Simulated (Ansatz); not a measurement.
# IrF₂ (quartet): geometry and frequencies at several levels

An exercise on one series of results from a longer session: the logs are not shown, and one member is left open.

Method: the levels named in each step, in Ansatz 0.2.0.

### The system as given

Bond lengths: F1–Ir2 1.784 Å, Ir2–F3 1.784 Å. Angles: F1–Ir2–F3 180.0°.

Structure file:

```xyz
3

F     0.0000    0.0000   -1.7844
Ir    0.0000    0.0000    0.0000
F     0.0000    0.0000    1.7844
```

The first run:

Input file input.yaml:

```yaml
crystal:
  periodic: [false, false, false]
  atoms:
    - { symbol: F, position_ang: [0.0, 0.0, -1.86184549] }
    - { symbol: Ir, position_ang: [0.0, 0.0, -3.27e-06] }
    - { symbol: F, position_ang: [0.0, 0.0, 1.86183877] }
magnetization:
  spin_polarized: true
  initial_magnetization: 3
basis:
  gaussian: { orbitals: def2-TZVPP }
hamiltonian:
  xc: pbe0
  dispersion: d4
relax:
  f_tol: 0.002
  max_steps: 150
```

The run is started by

```
$ ansatz run input.yaml --threads 2 --pin off --max-ram 5120MiB --backend cpu --events-out ev --progress --plain --runs-dir out
```

Steps of the session up to this table: Relaxation, PBE0-D4/def2-TZVPP; Frequencies, PBE0-D4/def2-TZVPP; Relaxation, PBE-D4/def2-TZVPP; Frequencies, PBE-D4/def2-TZVPP; Relaxation, r2SCAN-D4/def2-TZVPP; Frequencies, r2SCAN-D4/def2-TZVPP; Relaxation, B3LYP-D4/def2-TZVPP; Frequencies, B3LYP-D4/def2-TZVPP; Relaxation, B2PLYP/def2-TZVPP.

One of the session's tables, all rows but one given; the rest of the session is left out.

| level | F1–Ir2 (Å) | Ir2–F3 (Å) | rotational constants (MHz) | highest frequency (cm⁻¹) |
| --- | --- | --- | --- | --- |
| PBE0-D4/def2-TZVPP | 1.8384 | 1.8384 | 3935.2 | 701 |
| PBE-D4/def2-TZVPP | 1.8536 | 1.8536 | 3871 | 677 |
| r2SCAN-D4/def2-TZVPP | 1.8466 | 1.8466 | 3900.4 | 711 |
| B3LYP-D4/def2-TZVPP | ? | ? | ? | ? |
| B2PLYP/def2-TZVPP | 1.8509 | 1.8509 | 3882.5 | - |

Q: Estimate the row for B3LYP-D4/def2-TZVPP from the others.

The run gave: F1–Ir2 (Å): 1.8522; Ir2–F3 (Å): 1.8522; rotational constants (MHz): 3877; highest frequency (cm⁻¹): 685. In the column «F1–Ir2 (Å)» it lies between B2PLYP/def2-TZVPP (1.8509) and PBE-D4/def2-TZVPP (1.8536).
